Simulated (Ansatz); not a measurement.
This script makes an equation of state with a fit of Ge, space group Imma with the Python package of Ansatz (0.2.0).

`run_eos.py`:
```python
'''Equation of state of Ge.'''

import logging
import sys

import ansatz as az
import numpy as np
from pymatgen.analysis.eos import EOS

logging.basicConfig(stream=sys.stdout, format='%(levelname)s:%(name)s:%(message)s')
log = logging.getLogger('ansatz_job')
log.setLevel(logging.INFO)

VECTORS = np.array([
    [-2.495898, 2.650863, 1.436947],
    [2.495898, -2.650863, 1.436947],
    [2.495898, 2.650863, -1.436947],
])
SITES = [
    ('Ge', [0.185943, 0.935943, 0.25]),
    ('Ge', [0.814057, 0.064057, 0.75]),
]


def make_crystal(cell):
    crystal = az.Crystal(lattice=az.Lattice.of(cell))
    for symbol, position in SITES:
        crystal = crystal.atom(symbol, position)
    return crystal

# uniform scaling of the cell
volumes, energies = [], []
for scale in np.linspace(0.95, 1.07, 5):
    cell = VECTORS * scale ** (1 / 3)
    calculation = (
        make_crystal(cell).calculation()
        .functional('pbesol')
        .occupations(az.OccupationsMethod.FERMI_DIRAC, width=0.05)
        .basis(500)
        .kpoints(11, 11, 11)
    )
    r = calculation.run(threads=1, pin='off').report
    volumes.append(abs(np.linalg.det(cell)) / len(SITES))
    energies.append(r['free_energy_ev'] / len(SITES))
    log.info(f'V = {volumes[-1]:8.4f} A^3/atom  F = {energies[-1]:.5f} eV/atom')

for form in ['murnaghan']:
    fit = EOS(eos_name=form).fit(volumes, energies)
    log.info(f'{form:18s} V0 {fit.v0:8.4f} A^3/atom  B0 {fit.b0_GPa:7.1f} GPa  B1 {fit.b1:5.2f}')
```

Its results, one of them left out:

| V (Å³/atom) | F less the lowest row shown (meV/atom) |
| --- | --- |
| 18.064 | 0.53 |
| 18.634 | 0.00 |
| 19.205 | 7.59 |
| 19.775 | 21.95 |
| 20.346 | ? |

What is the missing energy at 20.346 Å³ an atom?

A third-order Birch-Murnaghan fit, E = E0 + (9 V0 B0 / 16) [(t - 1)³ B' + (t - 1)² (6 - 4t)] with t = (V0/V)^(2/3), through the 4 rows shown gives V0 = 18.379 Å³, B0 = 79.5 GPa, B' = 4.89 and E0 = -0.86 meV. At V = 20.346 Å³, t = 0.93446, and the fit extrapolates to 41.94 meV. The run gave 41.96 meV, a miss of 0.02 meV.

Reading the output:
- Shape and fractional positions are held along the curve, so the bulk modulus is an upper value where they are free to relax.
- This isn't the structure that Ge takes at ambient conditions.
- Hardware and time: 38 s on 1 thread of Arm Neoverse V1, with other jobs on the host, peak memory 0.57 GiB.
